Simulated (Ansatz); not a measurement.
**CH3FN2Si: one species, many methods**

The task here is to estimate one member of a computed series from the others.

Computed with Ansatz 0.2.0, Gaussian basis. Level: functionals in def2-TZVPP, the program's frozen cores in correlated methods.

The runs, in order: LDA (SPW92), PBE-D4, revPBE-D4, BLYP-D4, r2SCAN-D4, B97M-V, PBE0-D4, B3LYP-D4, r2SCANh-D4, r2SCAN0-D4, HSE06-D4, BHLYP-D4, CAM-B3LYP-D4, LC-ωPBE, ωB97X-V, ωB97M-V, B2PLYP, PBE-QIDH; CCSD(T)/def2-SVP; CCSD(T)/def2-TZVPP; MP2/def2-QZVPP; extrapolation to the limit; RPA on PBE.

### Structure used throughout

The geometry comes from an earlier relaxation with PBE0-D4 in a triple-zeta def2 set; it is a stationary point, not always the lowest conformer.

SMILES `N[SiH]1N=C1F`, 8 atoms, charge 0, spin multiplicity 1.

Atoms are counted from 1 here; the program's logs count them from 0.

Bond lengths: N1–Si2 1.683 Å, N1–H6 1.006 Å, N1–H7 1.005 Å, Si2–N3 1.773 Å, Si2–C4 1.763 Å, Si2–H8 1.473 Å, N3–C4 1.271 Å, C4–F5 1.322 Å. Angles: Si2–N1–H6 124.2°, Si2–N1–H7 122.3°, H6–N1–H7 113.5°, N1–Si2–N3 121.7°, N1–Si2–C4 125.4°, N1–Si2–H8 108.3°, N3–Si2–C4 42.1°, N3–Si2–H8 120.8°, C4–Si2–H8 123.7°, Si2–N3–C4 68.5°, Si2–C4–N3 69.4°, Si2–C4–F5 164.1°, N3–C4–F5 126.4°.

Set-up of the first run:

File in.yaml:

```yaml
crystal:
  periodic: [false, false, false]
  atoms:
    - {symbol: N, position_ang: [-1.434233, -0.282700, -0.260669]}
    - {symbol: Si, position_ang: [0.221016, -0.480777, -0.032547]}
    - {symbol: N, position_ang: [1.402946, 0.595952, -0.799778]}
    - {symbol: C, position_ang: [1.344939, 0.787208, 0.455890]}
    - {symbol: F, position_ang: [2.013631, 1.697792, 1.142292]}
    - {symbol: H, position_ang: [-1.885973, 0.608081, -0.377537]}
    - {symbol: H, position_ang: [-2.067451, -1.062357, -0.301360]}
    - {symbol: H, position_ang: [0.497125, -1.920299, 0.117909]}
basis:
  gaussian: {orbitals: def2-TZVPP}
hamiltonian: {xc: lda}
output: {orbitals: {seedname: orbitals}}
```

The run is started by

```console
ansatz run in.yaml --threads 2 --pin off --events-out ev --progress --plain --max-ram 4352MiB
```

Steps of the session up to this table: LDA; PBE-D4 (GGA); revPBE-D4 (GGA); BLYP-D4 (GGA); r2SCAN-D4 (meta-GGA); B97M-V (meta-GGA); PBE0-D4 (hybrid); B3LYP-D4 (hybrid); r2SCANh-D4 (hybrid); r2SCAN0-D4 (hybrid); HSE06-D4 (hybrid); BHLYP-D4 (hybrid); CAM-B3LYP-D4 (range-separated); LC-ωPBE (range-separated); ωB97X-V (range-separated); ωB97M-V (range-separated); B2PLYP (double hybrid); PBE-QIDH (double hybrid).

One table of the session follows, with a row left open; its other results are not shown here.

It belongs to the step «Orbital energies across the functionals». 

| functional | HOMO (eV) | gap (eV) |
| --- | --- | --- |
| LDA (SPW92) | -5.78 | 4.18 |
| PBE-D4 | -5.60 | 4.27 |
| revPBE-D4 | -5.52 | 4.30 |
| BLYP-D4 | -5.49 | 4.30 |
| r2SCAN-D4 | -5.84 | 4.74 |
| B97M-V | -5.91 | 4.91 |
| PBE0-D4 | -6.93 | 6.69 |
| B3LYP-D4 | -6.73 | 6.23 |
| r2SCANh-D4 | -6.34 | 5.65 |
| r2SCAN0-D4 | -7.10 | 7.00 |
| HSE06-D4 | -6.53 | 5.90 |
| BHLYP-D4 | -8.22 | 9.02 |
| CAM-B3LYP-D4 | -8.34 | 9.23 |
| LC-ωPBE | -9.65 | 11.77 |
| ωB97X-V | -9.30 | 11.31 |
| ωB97M-V | ? | ? |

**Question.** Estimate the row for ωB97M-V.

The run gave: HOMO (eV): -9.20; gap (eV): 10.95. In the column «HOMO (eV)» it lies between ωB97X-V (-9.30) and CAM-B3LYP-D4 (-8.34).
